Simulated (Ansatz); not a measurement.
# ClH3KSi: the cost of one run

The runs use Ansatz 0.2.0, Gaussian basis; PBE0-D4 structure, single points in def2-TZVPPD.

Levels: PBE-D4, revPBE-D4, BLYP-D4, r2SCAN-D4, B97M-V, PBE0-D4, B3LYP-D4, HSE06-D4, wB97X-V, wB97M-V, B2PLYP, Hartree-Fock, MP2, CCSD, CCSD(T). The reference is CCSD(T) extrapolated to the basis limit. For elements past Ar these valence bases correlate outer-core shells poorly and lack relativity, so that limit is rough.

Correlated methods freeze the cores. The outer core shell of Li, Na, Mg and K is correlated. B3LYP uses VWN-RPA correlation. B2PLYP carries no dispersion term here.

163 further runs of the same task are left out: 163 set aside as unsound or not needed.

### 1 Starting geometry

The pair, from a GFN2-xTB docking trial: 6 atoms, charge 1, spin multiplicity 1.

Atoms are counted from 1 here; the program's logs count them from 0.

Bond lengths: K1–Cl3 2.809 Å, Si2–Cl3 2.078 Å, Si2–H4 1.460 Å, Si2–H5 1.457 Å, Si2–H6 1.457 Å. Angles: Cl3–Si2–H4 102.3°, Cl3–Si2–H5 102.8°, Cl3–Si2–H6 102.3°, H4–Si2–H5 115.6°, H4–Si2–H6 115.3°, H5–Si2–H6 115.6°, K1–Cl3–Si2 171.9°.

As a file:

```xyz
6

K    -0.94980   -1.47030   -3.45570
Si    0.25940    0.37080    0.89300
Cl   -0.39820   -0.32450   -0.95130
H     1.04840   -0.75510    1.38570
H    -0.98550    0.62560    1.60520
H     1.02570    1.55350    0.52310
```

Atoms 1 to 1 are fragment A (K+), the rest fragment B (SiH₃Cl).

### 2 A first relaxation in a small basis

The input, pre/in.yaml:

```yaml
crystal:
  periodic: [false, false, false]
  atoms:
    - {symbol: K, position_ang: [-0.949800, -1.470300, -3.455700]}
    - {symbol: Si, position_ang: [0.259400, 0.370800, 0.893000]}
    - {symbol: Cl, position_ang: [-0.398200, -0.324500, -0.951300]}
    - {symbol: H, position_ang: [1.048400, -0.755100, 1.385700]}
    - {symbol: H, position_ang: [-0.985500, 0.625600, 1.605200]}
    - {symbol: H, position_ang: [1.025700, 1.553500, 0.523100]}
basis:
  gaussian: {orbitals: def2-SVP}
total_charge: 1
hamiltonian: {xc: pbe, dispersion: d4}
relax: {f_tol: 0.03, max_steps: 250}
```

Launch:

```bash
> ansatz run in.yaml --threads 2 --pin off --events-out ev --progress --plain --max-ram 5222MiB
```

**Question.** How long does this run take on 2 threads of Arm Neoverse V2, shared host?

About 17 s.
